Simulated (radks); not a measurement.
**Xe inside a hard spherical wall**

One table from this session's results is given with a row withheld; the runs are named, their logs left out.

The numbers are computed with radks (a radial shooting solver on a logarithmic mesh, Libxc functionals) version 1 (scalar-relativistic Kohn-Sham, r2SCAN, spin-unpolarised, spherical densities, finite nucleus), except any that are marked as measured or tabulated.

### Starting point

| Item | Value |
| --- | --- |
| element | xenon (Z = 54) |
| charge | 0 |
| electrons | 54 |
| configuration | [Xe] |
| nuclear rms radius | 4.7859 fm |

Outer shells as boxes (Hund's rule):

Xe
```
[Kr] core
4d [↑↓][↑↓][↑↓][↑↓][↑↓]
5s [↑↓]
5p [↑↓][↑↓][↑↓]
```

The first run:

The run's settings:

```text
Z 54
configuration [Xe] 6s0 4f0 5d0
relativity scalar-relativistic
functional r2scan,r2scan
spin unpolarised
nucleus finite rms 4.7859 fm
c 137.035999084
```

Steps of the session up to this table: The free atom; Wall at 20 bohr; Wall at 10 bohr; Wall at 6 bohr; Wall at 5 bohr; Wall at 4 bohr; Wall at 3.5 bohr; Wall at 3 bohr; Wall at 2.5 bohr; Wall at 2 bohr.

One of the session's tables, all rows but one given; the rest of the session is left out.

```
R (bohr)  E − E(free) (eV)  ε(5p) (eV)  ε(6s, empty) (eV)  ε(5d, empty) (eV)  ε(4f, empty) (eV)
    free             0.000      -8.585                  -                  -                  -
      20             0.000      -8.585                  -                  -                  -
      10             0.001      -8.583              0.849              2.717              5.986
       6             0.430      -8.133              5.506              5.317             12.951
       5             2.174      -7.012             11.142              7.908             16.002
       4            11.472      -3.179             26.312             14.740             21.824
     3.5            27.153       1.585             43.151             22.335             27.341
       3            66.541      11.142             74.437             36.605             36.499
     2.5                 ?           ?                  ?                  ?                  ?
       2            508.81      86.825             279.16             134.16             85.979
```

Estimate the missing values for R (bohr) = 2.5.

Worked estimate for «E − E(free) (eV)». A straight line through the neighbours (3, 66.541) and (2, 508.81) gives 66.541 + (508.81 − 66.541) × (2.5 − 3) / (2 − 3) = 287.68; a parabola fitted to 3 rows on both sides gives 227.09.

**Answer.** E − E(free) (eV): 173.49; ε(5p) (eV): 32.211; ε(6s, empty) (eV): 137.15; ε(5d, empty) (eV): 65.827; ε(4f, empty) (eV): 52.756. In «E − E(free) (eV)» the line misses by +114.19 and the parabola by +53.60.

Shells are not refilled when levels cross, and a hard wall is a model, not a crystal.
